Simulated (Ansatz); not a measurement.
# GaH5O (SMILES [OH2+][GaH3-]): a rigid scan of the bond length O1–H4

Aim: the energy along the bond length O1–H4, from CCSD(T) and from cheaper methods, relative to the minimum. No other atom is relaxed.

Computed with Ansatz 0.2.0, Gaussian basis. Level: single points in def2-TZVPP.

Levels: PBE-D4, r2SCAN-D4, PBE0-D4, B3LYP-D4, wB97M-V, Hartree-Fock, MP2, CCSD, CCSD(T). The scan takes 0.847, 0.880, 0.929, 0.987, 1.050, 1.119, 1.191, 1.268, 1.347 Å.

Correlated methods freeze the cores. Filled d shells of the heavier atoms are correlated. B3LYP uses VWN-RPA correlation.

28 further runs of the same task are left out: 28 set aside as unsound or not needed.

## (1) The system as given

The minimum, relaxed at PBE0-D4: SMILES `[OH2+][GaH3-]`, 7 atoms, charge 0, spin multiplicity 1.

Atoms are counted from 1 here; the program's logs count them from 0.

Bond lengths: O1–Ga2 2.197 Å, O1–H3 0.962 Å, O1–H4 0.962 Å, Ga2–H5 1.570 Å, Ga2–H6 1.580 Å, Ga2–H7 1.581 Å. Angles: Ga2–O1–H3 108.3°, Ga2–O1–H4 109.4°, H3–O1–H4 106.7°, O1–Ga2–H5 99.8°, O1–Ga2–H6 93.8°, O1–Ga2–H7 94.4°, H5–Ga2–H6 119.5°, H5–Ga2–H7 119.2°, H6–Ga2–H7 118.0°.

As a file:

```tsv
atom	x (Å)	y (Å)	z (Å)
O1	-0.2450	-1.2181	-0.1704
Ga2	0.1575	0.9413	-0.1358
H3	-0.9529	-1.4043	0.4546
H4	0.5316	-1.6937	0.1411
H5	0.0820	1.2506	-1.6733
H6	-1.0847	1.2657	0.7856
H7	1.5726	0.7905	0.5525
```

Energies of the minimum (eV), from earlier single points: PBE-D4 -54496.84805, r2SCAN-D4 -54505.90879, PBE0-D4 -54498.07393, B3LYP-D4 -54509.03133, wB97M-V -54503.30224, CCSD(T) -54466.02127.

At the minimum the bond length O1–H4 is 0.962 Å.

## (2) O1–H4 = 0.847 Å

ccsdt-tzvpp/in.yaml reads:

```yaml
crystal:
  periodic: [false, false, false]
  atoms:
    - {symbol: O, position_ang: [-0.244980, -1.218094, -0.170405]}
    - {symbol: Ga, position_ang: [0.157465, 0.941324, -0.135845]}
    - {symbol: H, position_ang: [-0.952880, -1.404318, 0.454557]}
    - {symbol: H, position_ang: [0.438437, -1.636682, 0.103701]}
    - {symbol: H, position_ang: [0.082036, 1.250621, -1.673256]}
    - {symbol: H, position_ang: [-1.084652, 1.265715, 0.785580]}
    - {symbol: H, position_ang: [1.572630, 0.790483, 0.552510]}
basis:
  gaussian: {orbitals: def2-TZVPP}
correlation: {method: ccsd_t}
```

The command line of these runs was not kept.

The runs that follow: O1–H4 = 0.880 Å; O1–H4 = 0.929 Å; O1–H4 = 0.987 Å; O1–H4 = 1.050 Å; O1–H4 = 1.119 Å; O1–H4 = 1.191 Å; O1–H4 = 1.268 Å; O1–H4 = 1.347 Å.

**Question.** What will these runs give? Wanted: highest point, CCSD(T); lowest point, CCSD(T); minimum along the scan, CCSD(T); RMS deviation from CCSD(T); largest T1 diagnostic.

**Answer**, as computed:

```
                       quantity                                                                                                value
         highest point, CCSD(T)                                                                                  1787 meV at 1.347 Å
          lowest point, CCSD(T)                                                                                     0 meV at 0.962 Å
minimum along the scan, CCSD(T)                                                                                              0.961 Å
                curvature there                                                                                           53.0 eV/Å²
     RMS deviation from CCSD(T)  PBE-D4 87, r2SCAN-D4 11, PBE0-D4 23, B3LYP-D4 17, wB97M-V 12, Hartree-Fock 218, MP2 10, CCSD 28 meV
          largest T1 diagnostic                                                                                                0.013
```

A polynomial through the near points puts the CCSD(T) minimum 0.001 Å below the PBE0-D4 value. The third derivative is negative, the usual anharmonicity of a bond. Curvature against CCSD(T): PBE-D4 -6 %, Hartree-Fock +14 %. The curve of MP2 lies nearest to CCSD(T), that of Hartree-Fock farthest.
